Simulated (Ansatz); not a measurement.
# TiTe2: the cost of one run

Program: Ansatz 0.2.0 through its Python package. Level of theory: DFT PBE, plane waves, PAW. These are calculated values, not measurements.

### 1 The system

The structure is trigonal, space group P-3m1 (No. 164). Conventional cell: a = 3.777 Å, b = 3.777 Å, c = 6.498 Å, α = 90.00°, β = 90.00°, γ = 120.00°. Around Ti (site symmetry -3m) lie 6 Te at 2.77 Å. Around Te (site symmetry 3m) lie 3 Ti at 2.77 Å.

tite2.cif, read by the script:

```cif
data_TiTe2
_cell_length_a 3.777000
_cell_length_b 3.777000
_cell_length_c 6.498000
_cell_angle_alpha 90.00000
_cell_angle_beta 90.00000
_cell_angle_gamma 120.00000
_symmetry_space_group_name_H-M 'P 1'
_symmetry_Int_Tables_number 1
loop_
_symmetry_equiv_pos_as_xyz
'x, y, z'
loop_
_atom_site_label
_atom_site_type_symbol
_atom_site_fract_x
_atom_site_fract_y
_atom_site_fract_z
Ti1 Ti    0.000000    0.000000    0.000000
Te2 Te    0.666667    0.333333    0.262800
Te3 Te    0.333333    0.666667    0.737200
```

### 2 Script

Contents of field_tite2.py:

```python
'''A slab of TiTe2 in an electric field.'''

import ansatz as az
from ase.build import surface
from ase.io import read
import numpy as np
import pandas as pd

FILLING = 'cold'
SIGMA = 0.15
FUNCTIONAL = 'pbe'
KMESH = (6, 6, 1)

atoms = read('tite2.cif')
# Miller indices count the vectors of the cell as typed
rows = []
for value in [0.0, 0.1, 0.2, 0.3]:
    slab = surface(atoms, (0, 0, 1), 2, vacuum=7.0)
    slab.pbc = True
    model = (
        az.Crystal.from_ase(slab).calculation()
        .occupations(FILLING, width=SIGMA)
        .functional(FUNCTIONAL)
        .kpoints(*KMESH)
        .electric_field(axis=3, dipole_correction=True, amplitude=value)
    )
    report = model.run().report
    face = report['work_function']
    rows.append((value, len(slab), report['free_energy_ev'], face['dipole_moment_e_ang'], face.get('phi_plus_ev'), face.get('phi_minus_ev')))

print(pd.DataFrame(rows, columns=['field (V/A)', 'atoms', 'F (eV)', 'dipole (e A)', 'phi upper (eV)', 'phi lower (eV)']).round(4).to_string(index=False))
print(f'induced dipole per field: {np.polyfit([row[0] for row in rows], [row[3] for row in rows], 1)[0]:.3f} e A^2/V')
```

### 3 What the engine is handed

The package turns the script's settings into the engine's input (first run):

```yaml
crystal:
  lattice:
    - [3.777, 0.0, 0.0]
    - [-1.8884999999999992, 3.270977950093825, 0.0]
    - [0.0, -0.0, 25.2883256]
  atoms:
    - { symbol: Ti, position: [0.0, 0.0, 0.2768075716329752] }
    - { symbol: Te, position: [0.666667, 0.33333299999999993, 0.3443357436049463] }
    - { symbol: Te, position: [0.333333, 0.666667, 0.4662359140140144] }
    - { symbol: Ti, position: [0.0, 0.0, 0.5337640859859856] }
    - { symbol: Te, position: [0.666667, 0.33333299999999993, 0.6012922579579567] }
    - { symbol: Te, position: [0.333333, 0.666667, 0.7231924283670248] }
kpoints:
  mp_grid:
    grid: [6, 6, 1]
hamiltonian:
  xc: pbe
efield:
  axis: 3
  amplitude: 0.0
  dipole_correction: true
scf:
  occupations:
    method: cold
    width: 0.15
```

### 4 Running it

Command:

```sh
python field_tite2.py
```

Q: Estimate wall time and peak memory on 1 thread of Intel Xeon 6975P-C (Granite Rapids), shared host.

About 24 s, with a peak of 0.66 GiB.
